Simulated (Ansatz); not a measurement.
# AlTe4As: a short molecular-dynamics run

A trajectory of AlTe4As, an element-swapped structure with 6 atoms that was not relaxed first: 20 steps of 0.5 fs at constant energy, with velocities drawn for 600 K.

All numbers below are computed with Ansatz 0.2.0 (DFT PBE, plane waves, PAW, scalar-relativistic, no spin polarisation).

## 1. Starting point

The cell holds 6 atoms (AlAsTe4): a = 6.539 Å, b = 6.539 Å, c = 6.539 Å, α = 118.60°, β = 118.60°, γ = 92.45°.

As a file:

```cif
data_structure
_symmetry_space_group_name_H-M 'P 1'
_symmetry_Int_Tables_number 1
_cell_length_a 6.5386
_cell_length_b 6.5386
_cell_length_c 6.5386
_cell_angle_alpha 118.598
_cell_angle_beta 118.598
_cell_angle_gamma 92.446
_cell_volume 201.66
loop_
_atom_site_label
_atom_site_type_symbol
_atom_site_fract_x
_atom_site_fract_y
_atom_site_fract_z
_atom_site_occupancy
Al1 Al 0.00000 0.00000 0.00000 1
As1 As 0.25000 0.75000 0.50000 1
Te1 Te 0.38900 0.35000 0.50300 1
Te2 Te 0.65000 0.15300 0.03900 1
Te3 Te 0.84700 0.88600 0.49700 1
Te4 Te 0.11400 0.61100 0.96100 1
```

## 2. Molecular dynamics

Contents of input.yaml:

```yaml
crystal:
  lattice:
    - [-3.338326, 3.338326, 4.523772]
    - [3.338326, -3.338326, 4.523772]
    - [3.338326, 3.338326, -4.523772]
  atoms:
    - { symbol: Al, position: [0.0, 0.0, 0.0] }
    - { symbol: As, position: [0.25, 0.75, 0.5] }
    - { symbol: Te, position: [0.389, 0.35, 0.503] }
    - { symbol: Te, position: [0.65, 0.153, 0.039] }
    - { symbol: Te, position: [0.847, 0.886, 0.497] }
    - { symbol: Te, position: [0.114, 0.611, 0.961] }
kpoints:
  mp_grid: { grid: [3, 3, 3] }
magnetization:
  spin_polarized: false
scf:
  occupations: { method: fermi_dirac, width: 0.1 }
  lower_state_search: standard
hamiltonian:
  pseudopotentials: { kind: paw }
  xc: pbe
basis:
  ecutwfc: 420
  xc_grid: 4
md:
  timestep: 0.5
  n_steps: 20
  ensemble: nve
  temperature: 600.0
  initial_velocities: maxwell_boltzmann
  seed: 679400
```

Started as:

```console
$ ansatz run input.yaml --threads 2 --pin off --max-ram 2560MiB --backend cpu --events-out ev --progress --plain --runs-dir out
```

**Question.** What will these runs give? Wanted: temperature, first and last step; temperature, second half; potential energy, second half; largest change of the total energy; mean square displacement, second half.

As calculated:

| quantity | value |
| --- | --- |
| length | 20 steps of 0.5 fs |
| temperature, first and last step | 600 and 499 K |
| temperature, second half | mean 531 K, from 499 to 561 K |
| potential energy, second half | +7 meV/atom from the start |
| largest change of the total energy | 0.00 meV/atom |
| mean square displacement, second half | Al 0.004, As 0.002, Te 0.000 Å² |

What this shows: The temperature starts at 600 K and averages 531 K in the second half, where it still falls, from 561 to 499 K. The total energy strays from its start by at most 0.00 meV/atom, under 0.1 % of the mean kinetic energy, so a step of 0.5 fs is short enough over this time. The farthest move is 0.08 Å, against a mean nearest distance of 2.6 Å at the start: no atom has changed site so far. Settings off the usual here: basis.xc_grid, scf.lower_state_search. A run of 10 fs with 6 atoms shows the motion but fixes no equilibrium value.
